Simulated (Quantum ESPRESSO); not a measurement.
**Ti3S2: Hubbard U from linear response under several settings**

```
Ti S
1.0
     2.71311    1.56642    3.23762
    -2.71311    1.56642    3.23762
     0.00000   -3.13283    3.23762
Ti S
3 2
Direct
  0.00000 0.33565 0.66434
  0.66434 0.00000 0.33565
  0.33565 0.66434 0.00000
  0.16784 0.16784 0.16784
  0.83216 0.83216 0.83216
```

The cell comes from a database or a generator and needn't be the stable form of this composition.

All runs used Quantum ESPRESSO 7.5; potentials GBRV 1.5 PBE; k mesh 4 × 4 × 4; given cell; no spin polarisation; cutoff 612 eV; occupations cold, width 0.2 eV.

```tsv
level	projectors	U typed (eV)	q mesh	with V	state	U computed (eV)
PBE+U	ortho-atomic	0.0	1 × 1 × 1	no	metal	Ti 4.5
PBE+U	ortho-atomic	0.0	2 × 2 × 2	no	metal	?
PBE+U	ortho-atomic	0.0	3 × 3 × 3	no	metal	Ti 5.1
```

Question: What stands in the row left open?

Answer: U computed Ti 5.1 eV.

Caveats: all runs use coarse meshes; U without spin polarisation on a metal has little footing; the computed U isn't converged in cell size (some runs).

For the row left open. Caveat: the k mesh is coarse (spacing up to 0.37 Å⁻¹), so the values aren't converged; U without spin polarisation on a metal has little footing.
